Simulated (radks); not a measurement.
# Dipole-allowed lines with 48 electrons: Cd, In⁺, Sn²⁺

The task here is to estimate one member of a computed series from the others.

Method: scalar-relativistic Kohn-Sham, LDA (Slater exchange, VWN5 correlation), spin-polarised, spherical densities, finite nucleus. Code: radks (a radial shooting solver on a logarithmic mesh, Libxc functionals) version 1.

**Starting point**

| Quantity | Value |
| --- | --- |
| species | Cd ([Kr] 4d10 5s2), In⁺ ([Kr] 4d10 5s2), Sn²⁺ ([Kr] 4d10 5s2) |

The first run:

Input:

```text
Z 48
configuration [Kr] 4d10 5s2 5p0 6s0 4f0 5d0
relativity scalar-relativistic
functional lda,vwn5
spin polarised
nucleus finite rms 4.6087 fm
c 137.035999084
response adiabatic LDA kernel, real frequencies
```

Run with:

```console
$ python run_ks.py task.json out
```

This one command runs every case of the session in turn.

Steps of the session up to this table: Cd, [Kr] 4d10 5s2.

One table of the session follows, with a row left open; its other results are not shown here.

It belongs to the step «Cd, [Kr] 4d10 5s2». Radial moments (bohr):

| level | <r> | outermost maximum (interpolated) | 90 % within | nodes |
| --- | --- | --- | --- | --- |
| 3p | 0.3576 | 0.317 | 0.538 | 1 |
| 3d | 0.3350 | 0.265 | 0.530 | 0 |
| 4s | ? | ? | ? | ? |
| 4p | 0.9598 | 0.844 | 1.42 | 2 |
| 4d | 1.292 | 0.981 | 2.07 | 1 |
| 5s | 2.867 | 2.32 | 4.35 | 4 |
| 5p | 4.347 | 3.27 | 6.91 | 3 |
| 6s | 21.40 | 10.1 | 40.7 | 5 |

**Question.** Estimate the row for 4s.

The run gave: <r>: 0.8785; outermost maximum (interpolated): 0.794; 90 % within: 1.28; nodes: 3. In the column «<r>» it lies between 3p (0.3576) and 4p (0.9598).
